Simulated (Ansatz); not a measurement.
# BrClH2Zn: the cost of one run

The runs use Ansatz 0.2.0, Gaussian basis; PBE0-D4/def2-SVP.

## Step 1: Starting geometry

The start, a known saddle point with all atoms moved at random by about 0.06 Å a coordinate: 5 atoms, charge 0, spin multiplicity 1.

Atoms are counted from 1 here; the program's logs count them from 0.

Bond lengths: Zn1–Br2 2.659 Å, Zn1–Cl3 1.995 Å, Zn1–H4 1.794 Å, Zn1–H5 1.515 Å, Br2–H4 1.637 Å. Angles: Br2–Zn1–Cl3 127.2°, Br2–Zn1–H4 37.1°, Br2–Zn1–H5 76.3°, Cl3–Zn1–H4 164.0°, Cl3–Zn1–H5 155.6°, H4–Zn1–H5 39.2°, Zn1–Br2–H4 41.4°, Zn1–H4–Br2 101.5°.

Geometry (Å):

```xyz
5
BrClH2Zn
Zn   -0.53541    0.05992    0.42980
Br    1.08899   -0.86854   -1.45925
Cl   -2.39399   -0.54646    0.82840
H     1.07003    0.31524   -0.32815
H     0.64703    1.00608    0.47483
```

## Step 2: The search

run/in.yaml

```yaml
crystal:
  periodic: [false, false, false]
  atoms:
    - {symbol: Zn, position_ang: [-0.535408, 0.059917, 0.429801]}
    - {symbol: Br, position_ang: [1.088990, -0.868536, -1.459255]}
    - {symbol: Cl, position_ang: [-2.393989, -0.546462, 0.828397]}
    - {symbol: H, position_ang: [1.070028, 0.315241, -0.328154]}
    - {symbol: H, position_ang: [0.647030, 1.006075, 0.474834]}
basis:
  gaussian: {orbitals: def2-SVP}
hamiltonian: {xc: pbe0, dispersion: d4}
saddle:
  f_tol: 0.1
  max_steps: 40
  mode_guess:
    - [-0.0756, 0.3645, 0.4093]
    - [0.1889, 0.0999, -0.0126]
    - [-0.0238, -0.0879, -0.0737]
    - [0.1404, -0.4597, -0.5432]
    - [-0.2299, 0.0832, 0.2203]
```

On the command line:

```
> ansatz run in.yaml --threads 4 --pin off --events-out ev --progress --plain --max-ram 9574MiB
```

**Question.** How long does this run take on 4 threads of Arm Neoverse V2, shared host?

About 34 s.
